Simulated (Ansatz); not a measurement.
MgCd3 and its elements, a formation energy from the elements

With the Python package of Ansatz (0.2.0).

The cells in order, each with its output:

In [1]:
```python
from collections import Counter
import warnings

import ansatz as az
import numpy as np
```

In [2]:
```python
PHASES = {
    'MgCd3': (
        [(4.394982, 0.0, 0.0), (0.0, 4.394982, 0.0), (0.0, 0.0, 4.394982)],
        [
            ('Mg', (0.0, 0.0, 0.0)),
            ('Cd', (0.5, 0.5, 0.0)),
            ('Cd', (0.5, 0.0, 0.5)),
            ('Cd', (0.0, 0.5, 0.5)),
        ],
    ),
    'Mg': (
        [(3.2093, 0.0, 0.0), (-1.60465, 2.779335, 0.0), (0.0, 0.0, 5.2103)],
        [
            ('Mg', (1 / 3, 2 / 3, 0.25)),
            ('Mg', (2 / 3, 1 / 3, 0.75)),
        ],
    ),
    'Cd': (
        [(2.97887, 0.0, 0.0), (-1.489435, 2.579777, 0.0), (0.0, 0.0, 5.61765)],
        [
            ('Cd', (1 / 3, 2 / 3, 0.25)),
            ('Cd', (2 / 3, 1 / 3, 0.75)),
        ],
    ),
}


def build(vectors, sites):
    crystal = az.Crystal(lattice=az.Lattice.of(vectors))
    for symbol, position in sites:
        crystal = crystal.atom(symbol, position)
    return crystal


def compute(name, crystal):
    calc = (
        crystal.calculation()
        .accuracy('medium')
        .functional('r2SCAN')
        .basis(300, xc_grid=3)
        .scf(tolerance=1e-09, extra_bands=12)
        .kpoints(spacing=0.39)
        .occupations('gaussian', width=0.05)
        .stress()
    )
    calc = calc.relax(force_tolerance=0.02, max_steps=40, fix_cell=['shape'])
    return calc.run()
```

In [3]:
```python
def counts(outcome):
    return Counter(site.symbol for site in outcome.lattice.sites)
```

In [4]:
```python
def formation_energy(outcome, mu):
    n = counts(outcome)
    return (outcome.report['energy_sigma0_ev'] - sum(k * mu[element] for element, k in n.items())) / sum(n.values())
```

In [5]:
```python
def volume_per_atom(outcome):
    return abs(np.linalg.det(outcome.lattice.cell_ang)) / len(outcome.lattice.sites)
```

In [6]:
```python
warnings.simplefilter('ignore', az.DeckWarning)
```

In [7]:
```python
phases = {name: build(*cell) for name, cell in PHASES.items()}

done = {}
for name, crystal in phases.items():
    done[name] = compute(name, crystal)
    print(f'{name}: {done[name].report["energy_sigma0_ev"]:.4f} eV, {len(done[name].lattice.sites)} atoms')
```
```text
MgCd3: -26730.8033 eV, 4 atoms
Mg: -3852.6932 eV, 2 atoms
Cd: -16536.1592 eV, 2 atoms
```

In [8]:
```python
references = {'Mg': 'Mg', 'Cd': 'Cd'}
mu = {element: done[name].report['energy_sigma0_ev'] / len(done[name].lattice.sites) for element, name in references.items()}
```

In [9]:
```python
target = done['MgCd3']
heat = formation_energy(target, mu)
n = counts(target)
print('cell content:', dict(n), ' volume', round(volume_per_atom(target), 3), 'A^3/atom')
print('formation energy', round(heat, 4), 'eV/atom,', round(heat * sum(n.values()), 4), 'eV per cell')
print('bound against the elements' if heat < 0 else 'unbound against the elements')
```
```text
cell content: {<Element.MG: 'Mg'>: 1, <Element.CD: 'Cd'>: 3}  volume 20.937 A^3/atom
formation energy -0.0545 eV/atom, -0.2179 eV per cell
bound against the elements
```

Notes:
- The settings weren't tested for convergence.
- The cutoff lies under the one recommended for these potentials.
- The program warned that this SCF threshold is loose for forces or stresses.
- Atoms and volume are relaxed with the cell's shape held, which in cells of lower than cubic symmetry can hide stresses and shift volumes.
- The cells come from databases of deposited and of computed structures, and not all need be stable phases.
- The compound is the structure given, not necessarily its lowest; energies are at zero temperature, with no correction for gases. A semilocal functional's error on such energies is often 0.05 to 0.1 eV an atom, and 0.1 to 0.3 eV against gases such as O2 or F2.
- The script silences the warnings on its input, which a real study should read.
- Finished in 44 s on 1 thread of Intel(R) Xeon(R) Platinum 8175M CPU @ 2.50GHz (Skylake/Cascade Lake), with other jobs on the host, peak memory 0.43 GiB.

(Lines on the test bed's own set-up are left out of the output.)
